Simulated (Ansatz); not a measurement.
**TiHO (doublet): from Hartree-Fock to the top rungs, def2-TZVPP**

An exercise on one series of results from a longer session: the logs are not shown, and one member is left open.

Computed with Ansatz 0.2.0, Gaussian basis. Level: def2-TZVPP, core rule «outside noble gas», up to 10 orbitals frozen.

Plan: UHF; ROHF; CCSD(T) on UHF.

### The system

The geometry is a PBE0/def2-TZVP stationary point (not a proven minimum) of the parent state, kept for this charge and spin.

3 atoms, charge 0, spin multiplicity 2.

Atoms are counted from 1 here; the program's logs count them from 0.

Bond lengths: Ti1–O2 1.702 Å, Ti1–H3 1.852 Å. Angles: O2–Ti1–H3 180.0°.

The first run:

File in.yaml:

```yaml
crystal:
  periodic: [false, false, false]
  atoms:
    - {symbol: Ti, position_ang: [0.000000, 0.000000, -0.050233]}
    - {symbol: O, position_ang: [0.000000, 0.000000, -1.751733]}
    - {symbol: H, position_ang: [0.000000, 0.000000, 1.801967]}
basis:
  gaussian: {orbitals: def2-TZVPP}
magnetization: {spin_polarized: true, initial_magnetization: 1}
hamiltonian: {xc: hf}
output: {orbitals: {seedname: orbitals}}
```

Launch:

```bash
ansatz run in.yaml --threads 1 --pin off --events-out ev --progress --plain --max-ram 2816MiB --backend cpu
```

Steps of the session up to this table: UHF; ROHF; CCSD(T) on UHF.

One table of the session follows, with a row left open; its other results are not shown here.

| method | from UCCSD(T) (meV) |
| --- | --- |
| ROHF | +10679.7 |
| UHF | ? |
| UMP2 | +481.7 |
| UCCSD | +803.2 |
| UCCSD(T) | 0 |

Q: Estimate the row for UHF from the others.

The run gave: from UCCSD(T) (meV): +10569.7. In the column «from UCCSD(T) (meV)» it lies between UCCSD (+803.2) and ROHF (+10679.7).
